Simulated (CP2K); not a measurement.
# Sb in CP2K: the effect of dispersion

Sb, a slab with vacuum:

```
CELL_PARAMETERS angstrom
3.16000 0.00000 0.00000
0.00000 3.16000 0.00000
0.00000 0.00000 24.48000
ATOMIC_POSITIONS crystal
Sb 0.00000 0.00000 0.30637
Sb 0.00000 0.00000 0.43546
Sb 0.00000 0.00000 0.56454
Sb 0.00000 0.00000 0.69363
```

Alike in all runs:

- Program: CP2K 2026.2
- Task: single point
- Functional: r2SCAN
- Potentials or basis: POTENTIAL_UZH Sb GTH-SCAN-q5; TZVP-MOLOPT-SCAN-GTH basis
- Density cutoff: 9184 eV
- k mesh: 7 × 7 × 1
- Occupations: fermi-dirac, width 0.05 eV
- Spin: no spin polarisation

```tsv
dispersion	largest force (eV/Å)
none	0.69
D3(BJ)	?
D4	0.72
rVV10	0.69
D3(BJ)+ATM	0.72
```

Question: What does the run with dispersion D3(BJ) give?

Answer: Largest force 0.73 eV/Å.
